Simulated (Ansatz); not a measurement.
Cu3Pt, space group Pm-3m, a single point from a YAML input

Computed with Ansatz 0.2.0, Python API.

`input.yaml`
```yaml
crystal:
  lattice:
    - [3.71, 0.0, 0.0]
    - [0.0, 3.71, 0.0]
    - [0.0, 0.0, 3.71]
  atoms:
    - { symbol: Cu, position: [0.0, 0.5, 0.5], spin: 4.0 }
    - { symbol: Cu, position: [0.5, 0.0, 0.5], spin: -2.0 }
    - { symbol: Cu, position: [0.5, 0.5, 0.0], spin: 2.0 }
    - { symbol: Pt, position: [0.0, 0.0, 0.0], spin: -0.5 }
kpoints:
  mp_grid: { grid: [6, 6, 6] }
hamiltonian:
  xc: pbesol
scf:
  occupations: { method: cold, width: 0.05 }
  n_extra_bands: 2
output:
  stress: true
  eigenvalues: true
magnetization:
  spin_polarized: true
```

The script, `yaml_run_cu3pt.py`:
```python
"""Cu3Pt from YAML text."""

import warnings

import ansatz as az
import numpy as np

warnings.simplefilter("ignore", az.DeckWarning)

out = az.Session.from_deck("input.yaml").plan().execute()
report = out.report

print(f"free energy      {report['free_energy_ev']:.5f} eV")
print(f"per atom         {report['free_energy_ev'] / len(out.lattice.sites):.5f} eV")
print(f"SCF iterations   {report['n_iterations']}  (converged: {report['converged']})")

print("band  energy (eV)  occupation, at k =", report["kpoints_frac"][0])
for band, (e, occ) in enumerate(zip(report["eigenvalues_ev"][0], report["occupations"][0]), start=1):
    print(f"{band:4d} {e:12.4f} {occ:9.4f}")

# pressure is a third of the trace
sigma = report["stress_gpa"]
voigt = [sigma[0][0], sigma[1][1], sigma[2][2], sigma[1][2], sigma[0][2], sigma[0][1]]
print("stress xx yy zz yz xz xy (GPa):", " ".join(f"{s:.3f}" for s in voigt))
print("P =", round(10 * float(np.mean(voigt[:3])), 2), "kbar")

terms = report["components"]
print({name: round(terms[name], 3) for name in ("e_kinetic", "e_hartree", "e_xc", "e_local", "e_nonlocal")})
```

```console
$ python yaml_run_cu3pt.py
RunWarning: the starting moments were not kept: the SCF closed with an absolute magnetisation of 4.3e-6 μB, where they sum to 8.5 μB in size (4 sites). That is at most 0.1 of that sum. Measured as dr2_m measures the in/out step, that magnetisation stands 8.4e-12 eV from none, at or under the dr2_threshold of 1.0e-7 eV: it is no larger than a step whose dr2_m would equal this threshold. The system may hold no moment; this SCF shows only that its start led to no more than that. To try another [...]
free energy      -32150.63318 eV
per atom         -8037.65830 eV
SCF iterations   19  (converged: True)
band  energy (eV)  occupation, at k = [0.0, 0.0, 0.0]
   1     -93.8782    1.0000
   2     -93.8687    1.0000
   3     -93.8686    1.0000
   4     -79.9776    1.0000
   5     -51.4305    1.0000
   6     -51.4304    1.0000
   7     -51.4304    1.0000
   8     -51.3912    1.0000
   9     -51.3912    1.0000
  10     -51.3912    1.0000
  11     -51.3755    1.0000
  12     -51.3755    1.0000
  13     -51.3755    1.0000
  14     -34.1662    1.0000
  15     -34.1662    1.0000
  16     -34.1662    1.0000
  17       8.6938    1.0000
  18      12.5330    1.0000
  19      12.5330    1.0000
  20      13.3977    1.0000
  21      13.3977    1.0000
  22      13.3977    1.0000
  23      13.6156    1.0000
  24      15.2954    1.0000
  25      15.2954    1.0000
  26      15.2954    1.0000
  27      16.1950    1.0000
  28      16.1950    1.0000
  29      16.6566    1.0000
  30      16.7837    1.0000
  31      16.7837    1.0000
  32      16.7837    1.0000
  33      17.3138    1.0000
  34      17.3138    1.0000
  35      17.8648    0.5920
  36      17.8648    0.5915
  37      17.8648    0.5913
  38      19.7786    0.0000
  39      19.7786    0.0000
  40      19.7786    0.0000
stress xx yy zz yz xz xy (GPa): -6.639 -6.638 -6.638 0.000 0.000 0.000
P = -66.38 kbar
{'e_kinetic': 1538.0, 'e_hartree': 6003.287, 'e_xc': -527.032, 'e_local': -13833.162, 'e_nonlocal': 1380.835}
```
(Warnings from the package without file and line, shortened.)

What to keep in mind:
- The settings weren't tested for convergence.
- The SCF didn't keep the moments it started from (some shrank, vanished or turned); what is printed is the state reached.
- The energy terms are those on the plane-wave grid, with the one-centre PAW part apart; the terms shown are only some of the summands, so they needn't add up to F.
- The mesh is modest for a metal, so energies can be off by several to tens of meV an atom and pressures by half a GPa or more; differences at equal mesh fare better.
- At these settings the cell as given stands under about -7 GPa, so it isn't at this functional's equilibrium volume.
- The structure is a deposited one; some such entries were measured under pressure or heat, so a shift against it needn't be the functional's error alone.
- Levels are Kohn-Sham eigenvalues on this mesh, without spin-orbit coupling.
- The script silences the warnings on its input, which a real study should read.
- Run time: 41 s on 1 thread of Intel(R) Xeon(R) Platinum 8488C (Sapphire Rapids), with other jobs on the host, peak memory 0.59 GiB.

(Lines on the test bed's own set-up are left out of the output.)
